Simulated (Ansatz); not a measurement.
This script makes vertical spin-state energies of CH7AsNSi, SMILES [NH]C[SiH2][AsH2] with the Python package of Ansatz (0.2.0).

Script `spin_ch7asnsi.py`:
```python
"""Vertical spin-state energies of CH7AsNSi."""

import ansatz as az

ch7asnsi = (
    az.Crystal.molecule()
    .atom("N", [-1.0119, -1.124, -0.9843])
    .atom("C", [-1.0166, -0.4837, 0.3222])
    .atom("Si", [0.128, 0.9973, 0.3209])
    .atom("As", [2.3031, 0.3109, -0.1125])
    .atom("H", [-1.497, -0.4909, -1.6614])
    .atom("H", [-2.0466, -0.1595, 0.5829])
    .atom("H", [-0.6636, -1.208, 1.0846])
    .atom("H", [0.0787, 1.648, 1.6384])
    .atom("H", [-0.3025, 1.951, -0.7121])
    .atom("H", [2.1736, -0.9014, 0.8665])
    .atom("H", [1.8548, -0.5398, -1.3453])
)

model = (
    ch7asnsi.calculation()
    .basis(gaussian="def2-SVP")
    .functional("cam_b3lyp")
)
found = {}
for unpaired in [1, 3, 5]:
    report = model.spin("collinear", total=unpaired).run().report
    s = unpaired / 2
    found[unpaired] = report["free_energy_ev"]
    print(f"2S+1 = {unpaired + 1}: E = {found[unpaired]:.5f} eV, <S^2> = {abs(report['mean_field']['state']['spin_squared']):.3f} (pure state {s * (s + 1):.2f})")
lowest = min(found, key=found.get)
for unpaired, e in found.items():
    print(f"multiplicity {unpaired + 1}: {96.485332 * (e - found[lowest]):.1f} kJ/mol above the lowest")
```

Which spin state is lowest at this geometry, and how far above lie the others?

In order: multiplicity 2 (+0.00 eV), multiplicity 4 (+5.72 eV) and multiplicity 6 (+12.45 eV), all at the one geometry.

The output:

Output of `python spin_ch7asnsi.py`:
```text
2S+1 = 2: E = -71348.14013 eV, <S^2> = 0.754 (pure state 0.75)
2S+1 = 4: E = -71342.42343 eV, <S^2> = 3.760 (pure state 3.75)
2S+1 = 6: E = -71335.68750 eV, <S^2> = 8.761 (pure state 8.75)
multiplicity 2: 0.0 kJ/mol above the lowest
multiplicity 4: 551.6 kJ/mol above the lowest
multiplicity 6: 1201.5 kJ/mol above the lowest
```

Reading the output:
- Total energies depend on the basis set; only differences at equal settings carry meaning.
- The geometry is a force-field or estimated start, not a minimum of this method, and the basis set is short of its limit. All parts are taken at fixed geometry, without zero-point energy.
- The species is open-shell (spin multiplicity 2).
- The whole script took 88 s on 1 thread of Intel(R) Xeon(R) Platinum 8259CL CPU @ 2.50GHz (Skylake/Cascade Lake), with other jobs on the host, peak memory 0.51 GiB.

(Lines on the test bed's own set-up are left out of the output.)
